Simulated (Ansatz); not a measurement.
**ClF2HMoOS: basis-set convergence**

One table from this session's results is given with a row withheld; the runs are named, their logs left out.

Program: Ansatz 0.2.0, Gaussian basis. Level of theory: one geometry, several basis sets. These are calculated values, not measurements.

Levels to be run: PBE0-D4/def2-SVP; ωB97M-V/def2-SVP; PBE0-D4/def2-QZVPP; ωB97M-V/def2-QZVPP; the functionals' def2-TZVPP values are taken from earlier runs.

## Structure used throughout

All runs share one geometry, relaxed beforehand with PBE0-D4 in a triple-zeta def2 set. Mo takes the def2 core potential; no spin-orbit term is included.

SMILES `[OH][Mo]([F])([F])(=[S])[Cl]`, 7 atoms, charge 0, spin multiplicity 1.

Atoms are counted from 1 here; the program's logs count them from 0.

Bond lengths: O1–Mo2 1.848 Å, O1–H7 0.963 Å, Mo2–F3 1.844 Å, Mo2–F4 1.856 Å, Mo2–S5 2.066 Å, Mo2–Cl6 2.284 Å. Angles: Mo2–O1–H7 127.3°, O1–Mo2–F3 152.5°, O1–Mo2–F4 87.4°, O1–Mo2–S5 102.9°, O1–Mo2–Cl6 89.2°, F3–Mo2–F4 82.6°, F3–Mo2–S5 104.5°, F3–Mo2–Cl6 84.7°, F4–Mo2–S5 108.6°, F4–Mo2–Cl6 145.2°, S5–Mo2–Cl6 105.9°.

The first run:

The input, in.yaml:

```yaml
crystal:
  periodic: [false, false, false]
  atoms:
    - {symbol: O, position_ang: [-0.063344, -0.098671, -1.526941]}
    - {symbol: Mo, position_ang: [0.176759, -0.012589, 0.303126]}
    - {symbol: F, position_ang: [-0.414054, -0.191954, 2.041035]}
    - {symbol: F, position_ang: [0.045242, -1.863475, 0.320854]}
    - {symbol: S, position_ang: [2.167936, 0.508933, 0.483612]}
    - {symbol: Cl, position_ang: [-0.990846, 1.949977, 0.331508]}
    - {symbol: H, position_ang: [-0.860693, -0.360222, -1.998695]}
basis:
  gaussian: {orbitals: def2-SVP}
hamiltonian: {xc: pbe0, dispersion: d4}
output: {orbitals: {seedname: orbitals}}
```

Among the steps run: PBE0-D4 in def2-SVP; ωB97M-V in def2-SVP; PBE0-D4 in def2-QZVPP; ωB97M-V in def2-QZVPP.

One of the session's tables, all rows but one given; the rest of the session is left out.

It belongs to the step «Density functionals: the series». 

| functional | basis | HOMO (eV) | LUMO (eV) |
| --- | --- | --- | --- |
| PBE0-D4 | def2-SVP | ? | ? |
| PBE0-D4 | def2-TZVPP | -8.92 | -4.07 |
| PBE0-D4 | def2-QZVPP | -8.92 | -4.07 |
| ωB97M-V | def2-SVP | -10.97 | -1.89 |
| ωB97M-V | def2-TZVPP | -11.00 | -1.89 |
| ωB97M-V | def2-QZVPP | -11.01 | -1.90 |

Estimate the missing values for PBE0-D4, def2-SVP.

The run gave: HOMO (eV): -8.94; LUMO (eV): -4.11. In the column «HOMO (eV)» it lies between ωB97M-V, def2-SVP (-10.97) and PBE0-D4, def2-TZVPP (-8.92).
